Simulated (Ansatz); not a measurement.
# GeH₅ (doublet): wave-function methods side by side at distance H1–H2 along a hydrogen transfer = 0.745 Å, cc-pVTZ

Aim: climb from Hartree-Fock through coupled cluster and multireference methods for GeH₅ (doublet) at one geometry and basis, and see what each rung misses.

The runs use Ansatz 0.2.0, Gaussian basis; cc-pVTZ, core rule «outside noble gas», up to 14 orbitals frozen.

The runs, in order: UHF; CCSD(T) on ROHF; CCSD(T) on UHF; BCCD(T) on ROHF; CISD; CCSDT(Q) on ROHF; CCSDT(Q) on UHF; CASSCF and NEVPT2, 3 electrons in 3 orbitals; CASSCF and NEVPT2, 9 electrons in 9 orbitals.

### Step 1. The geometry

The geometry derives from fragments relaxed apart (PBE0/def2-TZVP) and kept rigid, so it is no stationary point. A hydrogen atom is moved between rigid fragments. No spin-orbit coupling is included. The filled d shell of Ge may be among the frozen orbitals whatever the setting's name suggests; the logs give the count.

6 atoms, charge 0, spin multiplicity 2.

Atoms are counted from 1 here; the program's logs count them from 0.

Bond lengths: H1–H2 0.745 Å, Ge3–H4 1.539 Å, Ge3–H5 1.539 Å, Ge3–H6 1.539 Å. Angles: H4–Ge3–H5 111.2°, H4–Ge3–H6 111.2°, H5–Ge3–H6 111.2°.

### Step 2. UHF

Input file in.yaml:

```yaml
crystal:
  periodic: [false, false, false]
  atoms:
    - {symbol: H, position_ang: [-2.838041, 0.000000, -0.000001]}
    - {symbol: H, position_ang: [-2.093041, 0.000000, -0.000001]}
    - {symbol: Ge, position_ang: [0.046959, 0.000000, 0.000000]}
    - {symbol: H, position_ang: [0.515627, -1.465915, 0.000000]}
    - {symbol: H, position_ang: [0.515628, 0.732957, -1.269519]}
    - {symbol: H, position_ang: [0.515627, 0.732957, 1.269520]}
basis:
  gaussian: {orbitals: cc-pVTZ}
magnetization: {spin_polarized: true, initial_magnetization: 1}
hamiltonian: {xc: hf}
output: {orbitals: {seedname: orbitals}}
```

Launch:

```console
ansatz run in.yaml --threads 1 --pin off --events-out ev --progress --plain --max-ram 2816MiB --backend cpu
```

After this run come: CCSD(T) on ROHF; CCSD(T) on UHF; BCCD(T) on ROHF; CISD; CCSDT(Q) on ROHF; CCSDT(Q) on UHF; CASSCF and NEVPT2, 3 electrons in 3 orbitals; CASSCF and NEVPT2, 9 electrons in 9 orbitals.

**Question.** What will the summary of the whole plan be? Wanted: UCCSDT(Q) below the RHF energy; RMP2 from UCCSDT(Q); UMP2 from UCCSDT(Q); RCCSD from UCCSDT(Q); RCCSD(T) from UCCSDT(Q); UCCSD(T) from UCCSDT(Q); RCCSDT(Q) from UCCSDT(Q); NEVPT2 pair from UCCSDT(Q); NEVPT2 valence from UCCSDT(Q).

**Answer**, as computed:

| quantity | value |
| --- | --- |
| UCCSDT(Q) below the RHF energy | -5.1746 eV |
| RMP2 from UCCSDT(Q) | +98.5 kJ/mol |
| UMP2 from UCCSDT(Q) | +98.0 kJ/mol |
| RCCSD from UCCSDT(Q) | +13.1 kJ/mol |
| RCCSD(T) from UCCSDT(Q) | +2.8 kJ/mol |
| UCCSD(T) from UCCSDT(Q) | +2.3 kJ/mol |
| RCCSDT(Q) from UCCSDT(Q) | +0.5 kJ/mol |
| NEVPT2 pair from UCCSDT(Q) | +98.3 kJ/mol |
| NEVPT2 valence from UCCSDT(Q) | +93.6 kJ/mol |
| levels within 1 kcal/mol (43 meV) | RCCSD(T), UCCSD(T), BCCD(T), RCCSDT, UCCSDT, RCCSDT(Q) |
| T1 diagnostic | 0.017 |
| effectively unpaired electrons | 1.02 |

**Reading.** RCCSD(T) lands +2.8 kJ/mol from the yardstick (0.6 % of the correlation energy). One determinant dominates. Of the multireference levels listed NEVPT2 valence comes nearest in total energy (+93.6 kJ/mol), which doesn't show that its space is the better one. These misses are within one basis, not against nature; the frozen cores of restricted and unrestricted runs differ, which can shift their rows.
